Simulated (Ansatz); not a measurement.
Predict the output of the script below (Ansatz's Python interface).

`random_alloy_pd.py`
```python
'''Random Pd-Mg cells of 8 mixed sites, after relaxing cells and atoms.'''

from collections import Counter

import ansatz as az
import numpy as np


def fcc(a_site, a):
    return (
        az.Lattice.fcc(a)
        .space_group(225)
        .atom(a_site, [0, 0, 0])
        .primitive()
    )

A_FIRST, A_LAST = 3.89, 4.53


def solve(name, crystal):
    calc = (
        crystal.calculation()
        .functional('r2scan')
        .basis(620)
        .kpoints(spacing=0.33)
        .occupations('gaussian', width=0.05)
        .band_table()
    )
    calc = calc.relax(force_tolerance=0.02, cell=True)
    return calc.run()


def volume_per_atom(outcome):
    return abs(np.linalg.det(outcome.lattice.cell_ang)) / len(outcome.lattice.sites)


def counts(outcome):
    return Counter(site.symbol for site in outcome.lattice.sites)

phases = {'Pd': fcc('Pd', A_FIRST), 'Mg': fcc('Mg', A_LAST)}
for k in [3]:
    a = A_FIRST + (A_LAST - A_FIRST) * k / 8
    supercell = fcc('Pd', a).supercell(2).resolved()
    for seed in [85, 35]:
        drawn = supercell.site_disorder().occupy('Pd', Pd=8 - k, Mg=k).random(seed=seed)
        phases[f'Pd{8 - k}Mg{k} seed {seed}'] = drawn.crystal

done = {}
for name, crystal in phases.items():
    done[name] = solve(name, crystal)
    print(f'{name}: {done[name].report["energy_sigma0_ev"]:.4f} eV, {len(done[name].lattice.sites)} atoms')

# x is the share of the second element on the mixed sites; both end members stand on this same lattice
x = {name: counts(o)['Mg'] / (counts(o)['Pd'] + counts(o)['Mg']) for name, o in done.items()}
first, last = min(x, key=x.get), max(x, key=x.get)
energy = {name: o.report['energy_sigma0_ev'] / len(o.lattice.sites) for name, o in done.items()}
volume = {name: volume_per_atom(o) for name, o in done.items()}
rows = []
for name in sorted(done, key=x.get):
    line = lambda table: (1 - x[name]) * table[first] + x[name] * table[last]
    rows.append((name, x[name], 1000 * (energy[name] - line(energy)), volume[name], 100 * (volume[name] / line(volume) - 1)))
print('      cell       x(Mg)  E_mix (meV/atom)  V (A^3/atom)  excess V (%)')
for row in rows:
    print(f'{str(row[0]):>10}  {row[1]:10.3f}  {row[2]:+16.1f}  {row[3]:12.3f}  {row[4]:+12.2f}')
```

`python random_alloy_pd.py` gives:
```text
Pd: -6985.7424 eV, 1 atoms
Mg: -1926.3863 eV, 1 atoms
Pd5Mg3 seed 85: -40711.9255 eV, 8 atoms
Pd5Mg3 seed 35: -40711.9255 eV, 8 atoms
      cell       x(Mg)  E_mix (meV/atom)  V (A^3/atom)  excess V (%)
        Pd       0.000              +0.0        14.874         +0.00
Pd5Mg3 seed 85       0.375            -506.8        15.576        -12.61
Pd5Mg3 seed 35       0.375            -506.8        15.576        -12.61
        Mg       1.000              +0.0        22.739         +0.00
```

Notes:
- Total energies depend on the potentials; only differences at equal settings carry meaning.
- The run is spin-unpolarised.
- Cells of eight mixed sites are far from the random limit, and both end members stand on the same lattice, which need not be their own. Differences under about 40 meV an atom lie within the error of mesh and functional.
- The cells are prototypes set up for this calculation and needn't exist.
- Timing: 2.7 min on 1 thread of Intel(R) Xeon(R) 6975P-C (Granite Rapids), with other jobs on the host, peak memory 1.1 GiB.
